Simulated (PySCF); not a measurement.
# C₈H₇N: circular dichroism and optical rotation, excited states, first hyperpolarisability

What do calculations give for the circular dichroism and optical rotation, excited states, first hyperpolarisability of C₈H₇N (`CC=C=C=C=C(C)C#N`)?

Computed with PySCF 2.14.0 and routines of our own; the level stands in each step. Atoms count from 0.

### 1 The system as given

16 atoms, charge 0, multiplicity 1; geometry from: GFN2-xTB.

### 2 Geometry optimisation at PBE0-D3(BJ)/def2-SVP

What the job is given:

```
{"job": {"xc": "PBE0", "basis": "def2-SVP", "d3": "d3bj", "grid": 2, "kind": "geom"}, "charge": 0, "multiplicity": 1}
C      3.757696    -0.368796    -0.040348
C      2.770171     0.569603     0.576389
C      1.476248     0.468063     0.449109
C      0.214894     0.357389     0.314606
C     -1.039459     0.251098     0.197489
C     -2.349566     0.146019     0.065040
C     -3.228509    -0.637074     0.999890
C     -2.977754     0.801030    -1.013245
N     -3.503235     1.329449    -1.886799
H      4.362619    -0.834176     0.738301
H      3.256062    -1.144407    -0.613322
H      4.429156     0.182374    -0.698863
H      3.184584     1.380652     1.163984
H     -3.734277    -1.435373     0.455808
H     -3.990800     0.013790     1.428582
H     -2.635428    -1.070698     1.801496
```

On the command line:

```bash
> OMP_NUM_THREADS=1 python excited_run.py task.json out
```

One launch serves the whole session: the jobs run in the order shown.

What it wrote:

```text
step   0  E = -362.98393299  max force = 0.024368
step   1  E = -362.98626229  max force = 0.002526
step   2  E = -362.98628203  max force = 0.000501
step   3  E = -362.98628527  max force = 0.000228
optimisation converged
```

Wall time 45 s (1 thread of Arm Neoverse V1, shared host); peak memory 0.76 GiB.

Step by step:

```
step  energy from step 0 (eV)  largest force component (eV/Å)
   0                   0.0000                          1.2531
   1                  -0.0634                          0.1299
   2                  -0.0639                          0.0258
   3                  -0.0640                          0.0117
```

Close pairs (by a distance rule), those that changed most:

```
  bond  before (Å)  after (Å)  change (Å)
 C5–C7       1.409      1.432      +0.023
C1–H12       1.084      1.099      +0.015
 C7–N8       1.148      1.161      +0.013
 C3–C4       1.264      1.277      +0.012
C0–H11       1.090      1.102      +0.012
 C1–C2       1.304      1.316      +0.012
 C0–H9       1.090      1.102      +0.012
 C2–C3       1.273      1.285      +0.012
```

The final coordinates are the input of the step that follows.

```
                         at the end point                value
  point group (found at 0.08 Å tolerance)                   C1
rotational constants (GHz, main isotopes)  4.169, 0.569, 0.519
                        dipole moment (D)                 5.19
```

### 3 Circular dichroism and optical rotation: TDDFT CAM-B3LYP/aug-cc-pVDZ

What the job is given:

```
{"job": {"kind": "ecd", "xc": "CAM-B3LYP", "basis": "aug-cc-pVDZ", "nstates": 12}, "charge": 0, "multiplicity": 1}
C      3.701132    -0.630883     0.004975
C      2.702117     0.299146     0.617456
C      1.395489     0.201819     0.492295
C      0.121236     0.099580     0.362829
C     -1.145376     0.006707     0.232408
C     -2.465733    -0.099187     0.105595
C     -3.337145    -0.887176     1.048674
C     -3.105274     0.568688    -0.988101
N     -3.655695     1.097045    -1.863024
H      4.322026    -1.096893     0.787463
H      3.215005    -1.424197    -0.577412
H      4.385288    -0.075933    -0.657431
H      3.091134     1.132918     1.218896
H     -3.861556    -1.690392     0.507646
H     -4.102924    -0.237092     1.499730
H     -2.731870    -1.332644     1.847789
```

Level: TDDFT CAM-B3LYP/aug-cc-pVDZ circular dichroism and optical rotation, one conformer, gas phase.

What it wrote:

```text
coarse grid: 14096 points
cycle   1  E = -363.3987497188  dE =  1.522e+00  |g| = 4.953e-01  |ddm| = 3.153e+01
cycle   2  E = -363.2911607007  dE =  1.076e-01  |g| = 8.989e-01  |ddm| = 5.184e+00
cycle   3  E = -363.4682859823  dE = -1.771e-01  |g| = 6.445e-02  |ddm| = 3.458e+00
cycle   4  E = -363.4688996874  dE = -6.137e-04  |g| = 5.476e-02  |ddm| = 5.656e-01
cycle   5  E = -363.4697217293  dE = -8.220e-04  |g| = 1.629e-02  |ddm| = 3.271e-01
cycle   6  E = -363.4697978884  dE = -7.616e-05  |g| = 3.599e-03  |ddm| = 1.104e-01
cycle   7  E = -363.4698035062  dE = -5.618e-06  |g| = 1.086e-03  |ddm| = 2.785e-02
final grid: 138264 points
cycle   8  E = -363.5020215462  dE = -1.490e-05  |g| = 3.244e-03  |ddm| = 5.327e-01
cycle   9  E = -363.5020217519  dE = -2.057e-07  |g| = 3.226e-03  |ddm| = 4.088e-02
cycle  10  E = -363.5020242366  dE = -2.485e-06  |g| = 6.920e-04  |ddm| = 1.393e-02
cycle  11  E = -363.5020243494  dE = -1.128e-07  |g| = 1.768e-04  |ddm| = 5.794e-03
cycle  12  E = -363.5020243550  dE = -5.522e-09  |g| = 9.969e-05  |ddm| = 1.775e-03
cycle  13  E = -363.5020243576  dE = -2.612e-09  |g| = 3.756e-05  |ddm| = 5.670e-04
cycle  14  E = -363.5020243580  dE = -4.090e-10  |g| = 7.911e-06  |ddm| = 1.775e-04
converged SCF energy = -363.5020243580

Singlet excitations and rotatory strengths (1e-40 esu^2 cm^2)
state   eV       nm     f(len)   f(vel)    R(len)    R(vel)   main configurations
  1   3.5220   352.0  0.00009  0.00009     0.120     0.113   H-1->L 0.93
  2   3.8961   318.2  0.00004  0.00004     0.128     0.152   H->L+1 0.92
  3   4.6082   269.1  0.20982  0.20352     0.835     0.832   H->L 0.75, H-1->L+1 0.22
  4   5.5622   222.9  2.01506  1.95715   -25.704   -25.491   H-1->L+1 0.68, H->L 0.20
  5   6.0692   204.3  0.00683  0.00684     1.025     1.035   H->L+2 0.62, H->L+3 0.20
  6   6.1470   201.7  0.00279  0.00271    -8.154    -8.036   H-1->L+2 0.80
  7   6.2798   197.4  0.00008  0.00010     1.058     1.004   H-2->L 0.83
  8   6.4781   191.4  0.00025  0.00028    -0.202    -0.224   H-4->L 0.27, H-3->L+1 0.26
  9   6.5942   188.0  0.00101  0.00098     0.708     0.698   H-4->L 0.39, H-3->L+1 0.10
 10   6.7170   184.6  0.00246  0.00237     0.512     0.511   H->L+3 0.50, H->L+2 0.16
 11   6.8340   181.4  0.02028  0.02003    -4.121    -4.015   H-1->L+3 0.59, H-4->L 0.10
 12   6.9251   179.0  0.00084  0.00071    -2.153    -2.184   H-3->L+1 0.22, H->L+5 0.19, H->L+8 0.12

Specific rotation (deg / (dm g/mL))
    nm     length   length(OI)   velocity    alpha(len)  alpha(vel)
  633.0    -141.38    -142.52    -140.25      146.259    143.036
  589.3    -168.20    -169.55    -166.83      148.132    144.858
  546.0    -203.57    -205.20    -201.87      150.565    147.225
  436.0    -372.36    -375.30    -368.88      161.908    158.259
  405.0    -458.99    -462.70    -454.55      167.904    164.091
```

Run time: 2.6 min. Hardware: 1 thread of Arm Neoverse V1, shared host; peak memory 1.2 GiB.

Warnings kept with the result: wavelengths within 0.3 eV of the first excitation or beyond it are left out.

### 4 Excited states: TDA CAM-B3LYP/def2-TZVP

Settings changed since step 3:

```diff
@@ -1,2 +1,2 @@
-{"job": {"kind": "ecd", "xc": "CAM-B3LYP", "basis": "aug-cc-pVDZ", "nstates": 12}, "charge": 0, "multiplicity": 1}
+{"job": {"kind": "states", "xc": "CAM-B3LYP", "basis": "def2-TZVP", "tda": true, "soc": true, "nstates": 6, "ntriplets": 5, "nquad": 4}, "charge": 0, "multiplicity": 1}
 C      3.701132    -0.630883     0.004975
```

Method: TDA CAM-B3LYP/def2-TZVP excited states, vertical, gas phase, spin-orbit mean-field couplings.

What it wrote:

```text
coarse grid: 14096 points
cycle   1  E = -363.5395471536  dE =  1.457e+00  |g| = 5.200e-01  |ddm| = 4.314e+00
cycle   2  E = -363.4292502146  dE =  1.103e-01  |g| = 9.289e-01  |ddm| = 1.492e+00
cycle   3  E = -363.6113238762  dE = -1.821e-01  |g| = 7.529e-02  |ddm| = 9.347e-01
cycle   4  E = -363.6122003039  dE = -8.764e-04  |g| = 5.821e-02  |ddm| = 1.213e-01
cycle   5  E = -363.6130639220  dE = -8.636e-04  |g| = 1.866e-02  |ddm| = 5.360e-02
cycle   6  E = -363.6131583312  dE = -9.441e-05  |g| = 4.172e-03  |ddm| = 1.785e-02
cycle   7  E = -363.6131651689  dE = -6.838e-06  |g| = 1.360e-03  |ddm| = 6.641e-03
final grid: 138264 points
cycle   8  E = -363.6055291107  dE = -3.918e-05  |g| = 4.126e-03  |ddm| = 8.802e-02
cycle   9  E = -363.6055293310  dE = -2.203e-07  |g| = 3.949e-03  |ddm| = 7.545e-03
cycle  10  E = -363.6055328514  dE = -3.520e-06  |g| = 8.425e-04  |ddm| = 3.046e-03
cycle  11  E = -363.6055330034  dE = -1.520e-07  |g| = 3.068e-04  |ddm| = 8.076e-04
cycle  12  E = -363.6055330234  dE = -1.998e-08  |g| = 9.915e-05  |ddm| = 3.617e-04
cycle  13  E = -363.6055330255  dE = -2.039e-09  |g| = 5.180e-05  |ddm| = 1.191e-04
cycle  14  E = -363.6055330261  dE = -6.734e-10  |g| = 1.071e-05  |ddm| = 6.416e-05
converged SCF energy = -363.6055330261

Singlet excitations
state   eV       nm        f     d(h-e)  d(exc)  Lambda  PR(NTO)  |dmu|/D   mu/D   main configurations
  1   3.5663   347.7   0.00009   0.966   3.372   0.500   1.136    2.687    7.882   H-1->L 0.92
  2   3.9494   313.9   0.00003   0.996   3.440   0.496   1.138    2.743    3.655   H->L+1 0.91
  3   4.9000   253.0   0.20637   0.071   3.501   0.834   1.800    0.409    5.870   H->L 0.67, H-1->L+1 0.26
  4   5.9878   207.1   2.66235   0.250   3.163   0.803   2.121    0.275    5.270   H-1->L+1 0.54, H->L 0.23, H-3->L 0.12
  5   6.2866   197.2   0.00013   1.923   3.436   0.323   1.083                     H-2->L 0.87
  6   6.4984   190.8   0.00041   0.416   2.971   0.486   2.706                     H-4->L 0.41, H-3->L+1 0.25, H->L+4 0.09

Triplet excitations (Tamm-Dancoff)
state   eV     d(h-e)  d(exc)  Lambda  PR(NTO)   main configurations
  1   2.5482   0.195   3.143   0.835   1.155   H->L 0.91
  2   2.9780   0.025   2.915   0.835   1.146   H-1->L+1 0.91
  3   3.3042   1.049   3.351   0.500   1.055   H-1->L 0.95
  4   3.6894   1.051   3.409   0.495   1.055   H->L+1 0.94
  5   5.1947   0.172   2.622   0.690   1.545   H-3->L 0.71
S1 - T1 = 1.0182 eV

Spin-orbit couplings |<S|Hso|T>| (cm-1)
             T1       T2       T3       T4       T5
S0        0.042    0.233   10.467   17.254    0.095
S1        0.603    4.940    0.006    0.006    6.256
S2        4.419    4.549    0.027    0.018    2.622
S3        0.036    0.101    0.747    3.157    0.037
S4        0.087    0.125    8.828    2.255    0.064
S5        6.989    1.794    0.438    0.442   10.650
S6        2.173    3.949    0.266    0.982    6.158
T1 sublevels (cm-1): 0.000 0.001 0.004   radiative rates (1/s): 0.00184 4.01e-05 0.000245
```

Wall time 1.8 min (1 thread of Arm Neoverse V1, shared host); peak memory 1.4 GiB.

Key values:

```
  quantity    value
S1 less T1  1.02 eV
```

### 5 Excited states: TDDFT CAM-B3LYP/aug-cc-pVDZ

Settings changed since step 4:

```diff
@@ -1,2 +1,2 @@
-{"job": {"kind": "states", "xc": "CAM-B3LYP", "basis": "def2-TZVP", "tda": true, "soc": true, "nstates": 6, "ntriplets": 5, "nquad": 4}, "charge": 0, "multiplicity": 1}
+{"job": {"kind": "states", "xc": "CAM-B3LYP", "basis": "aug-cc-pVDZ", "tpa": true, "nstates": 8, "nquad": 6, "ntriplets": 0}, "charge": 0, "multiplicity": 1}
 C      3.701132    -0.630883     0.004975
```

With the program's defaults for keys left out, this is: TDDFT CAM-B3LYP/aug-cc-pVDZ excited states, vertical, gas phase, two-photon moments by quadratic response.

What it wrote:

```text
coarse grid: 14096 points
cycle   1  E = -363.3987497188  dE =  1.522e+00  |g| = 4.953e-01  |ddm| = 3.153e+01
cycle   2  E = -363.2911607007  dE =  1.076e-01  |g| = 8.989e-01  |ddm| = 5.184e+00
cycle   3  E = -363.4682859823  dE = -1.771e-01  |g| = 6.445e-02  |ddm| = 3.458e+00
cycle   4  E = -363.4688996874  dE = -6.137e-04  |g| = 5.476e-02  |ddm| = 5.656e-01
cycle   5  E = -363.4697217293  dE = -8.220e-04  |g| = 1.629e-02  |ddm| = 3.271e-01
cycle   6  E = -363.4697978884  dE = -7.616e-05  |g| = 3.599e-03  |ddm| = 1.104e-01
cycle   7  E = -363.4698035062  dE = -5.618e-06  |g| = 1.086e-03  |ddm| = 2.785e-02
final grid: 138264 points
cycle   8  E = -363.5020215462  dE = -1.490e-05  |g| = 3.244e-03  |ddm| = 5.327e-01
cycle   9  E = -363.5020217519  dE = -2.057e-07  |g| = 3.226e-03  |ddm| = 4.088e-02
cycle  10  E = -363.5020242366  dE = -2.485e-06  |g| = 6.920e-04  |ddm| = 1.393e-02
cycle  11  E = -363.5020243494  dE = -1.128e-07  |g| = 1.768e-04  |ddm| = 5.794e-03
cycle  12  E = -363.5020243550  dE = -5.522e-09  |g| = 9.969e-05  |ddm| = 1.775e-03
cycle  13  E = -363.5020243576  dE = -2.612e-09  |g| = 3.756e-05  |ddm| = 5.670e-04
cycle  14  E = -363.5020243580  dE = -4.090e-10  |g| = 7.911e-06  |ddm| = 1.775e-04
converged SCF energy = -363.5020243580

Singlet excitations
state   eV       nm        f     d(h-e)  d(exc)  Lambda  PR(NTO)  |dmu|/D   mu/D   delta(TPA)   sigma/GM   main configurations
  1   3.5220   352.0   0.00009   0.929   3.357   0.495   1.168    2.788    8.014        0.08      0.000   H-1->L 0.93
  2   3.8961   318.2   0.00004   1.073   3.473   0.492   1.060    2.861    3.619        0.05      0.000   H->L+1 0.92
  3   4.6084   269.0   0.20982   0.036   3.520   0.817   1.781    0.169    5.674       10.81      0.084   H->L 0.75, H-1->L+1 0.22
  4   5.5625   222.9   2.01557   0.122   3.200   0.782   1.956    0.225    5.384       38.02      0.431   H-1->L+1 0.68, H->L 0.20
  5   6.0692   204.3   0.00683   0.776   4.509   0.255   1.030    3.026    4.234      115.88      1.564   H->L+2 0.62, H->L+3 0.20
  6   6.1470   201.7   0.00279   0.873   4.297   0.268   1.094    5.505    2.806       32.30      0.447   H-1->L+2 0.80
  7   6.2798   197.4   0.00008   1.881   3.473   0.313   1.140                                            H-2->L 0.83
  8   6.4781   191.4   0.00025   0.337   3.271   0.415   3.338                                            H-4->L 0.27, H-3->L+1 0.26
```

It took 94 s on 1 thread of Arm Neoverse V1, shared host; peak memory 1.2 GiB.

### 6 First hyperpolarisability: quadratic response CAM-B3LYP/aug-cc-pVDZ

Settings changed since step 5:

```diff
@@ -1,2 +1,2 @@
-{"job": {"kind": "states", "xc": "CAM-B3LYP", "basis": "aug-cc-pVDZ", "tpa": true, "nstates": 8, "nquad": 6, "ntriplets": 0}, "charge": 0, "multiplicity": 1}
+{"job": {"kind": "beta", "xc": "CAM-B3LYP", "basis": "aug-cc-pVDZ"}, "charge": 0, "multiplicity": 1}
 C      3.701132    -0.630883     0.004975
```

Method: quadratic response CAM-B3LYP/aug-cc-pVDZ first hyperpolarisability, Taylor convention, gas phase.

What it wrote:

```text
coarse grid: 14096 points
cycle   1  E = -363.3987497188  dE =  1.522e+00  |g| = 4.953e-01  |ddm| = 3.153e+01
cycle   2  E = -363.2911607007  dE =  1.076e-01  |g| = 8.989e-01  |ddm| = 5.184e+00
cycle   3  E = -363.4682859823  dE = -1.771e-01  |g| = 6.445e-02  |ddm| = 3.458e+00
cycle   4  E = -363.4688996874  dE = -6.137e-04  |g| = 5.476e-02  |ddm| = 5.656e-01
cycle   5  E = -363.4697217293  dE = -8.220e-04  |g| = 1.629e-02  |ddm| = 3.271e-01
cycle   6  E = -363.4697978884  dE = -7.616e-05  |g| = 3.599e-03  |ddm| = 1.104e-01
cycle   7  E = -363.4698035062  dE = -5.618e-06  |g| = 1.086e-03  |ddm| = 2.785e-02
final grid: 138264 points
cycle   8  E = -363.5020215462  dE = -1.490e-05  |g| = 3.244e-03  |ddm| = 5.327e-01
cycle   9  E = -363.5020217519  dE = -2.057e-07  |g| = 3.226e-03  |ddm| = 4.088e-02
cycle  10  E = -363.5020242366  dE = -2.485e-06  |g| = 6.920e-04  |ddm| = 1.393e-02
cycle  11  E = -363.5020243494  dE = -1.128e-07  |g| = 1.768e-04  |ddm| = 5.794e-03
cycle  12  E = -363.5020243550  dE = -5.522e-09  |g| = 9.969e-05  |ddm| = 1.775e-03
cycle  13  E = -363.5020243576  dE = -2.612e-09  |g| = 3.756e-05  |ddm| = 5.670e-04
cycle  14  E = -363.5020243580  dE = -4.090e-10  |g| = 7.911e-06  |ddm| = 1.775e-04
converged SCF energy = -363.5020243580

Lowest singlets (eV, f): 3.5220 0.0001  3.8961 0.0000  4.6084 0.2098

First hyperpolarisability (au)
process     nm      |vector|   parallel      HRS      DR
static         -      213.30     -68.24      96.57   3.881
shg       1907.0      236.03     -77.09     106.11   3.966
eope      1907.0      220.48     -71.03          -       -
shg       1064.0      302.34    -103.07     133.97   4.113
eope      1064.0      237.77     -77.77          -       -
```

Run time: 74 s. Hardware: 1 thread of Arm Neoverse V1, shared host; peak memory 1.2 GiB.

### 7 Summary of results

```
                                                                                         quantity                                                          value
                                                                                      point group                                                             C1
                                                             rotational constants (main isotopes)                                           4.17, 0.57, 0.52 GHz
state of largest rotatory strength (velocity form) among 12 (step 3, TDDFT CAM-B3LYP/aug-cc-pVDZ)  5.56 eV, R = -25.5 (velocity), -25.7 (length) ·10⁻⁴⁰ esu² cm²
                              specific rotation at 633.0 nm (step 3, TDDFT CAM-B3LYP/aug-cc-pVDZ)                             -140.2 (velocity), -141.4 (length)
                                                     S1 less T1 (step 4, TDA CAM-B3LYP/def2-TZVP)                                                        1.02 eV
                                      β vector (step 6, quadratic response CAM-B3LYP/aug-cc-pVDZ)            static 213, SHG 1907.0 nm 236, SHG 1064.0 nm 302 au
```

What this shows: Over 3 steps the energy fell by 0.064 eV; of the close pairs, C5–C7 changed most, 1.409 to 1.432 Å. Rotations belong to one conformer and to the handedness of the start. In step 4, the number of triplets below S1 is 3, and the largest singlet-triplet spin-orbit coupling is S0–T4, 17.25 cm⁻¹. β grows from 213 au (static) to 302 au for doubling at 1064.0 nm: normal dispersion, which grows as twice the photon energy moves toward the bright states.
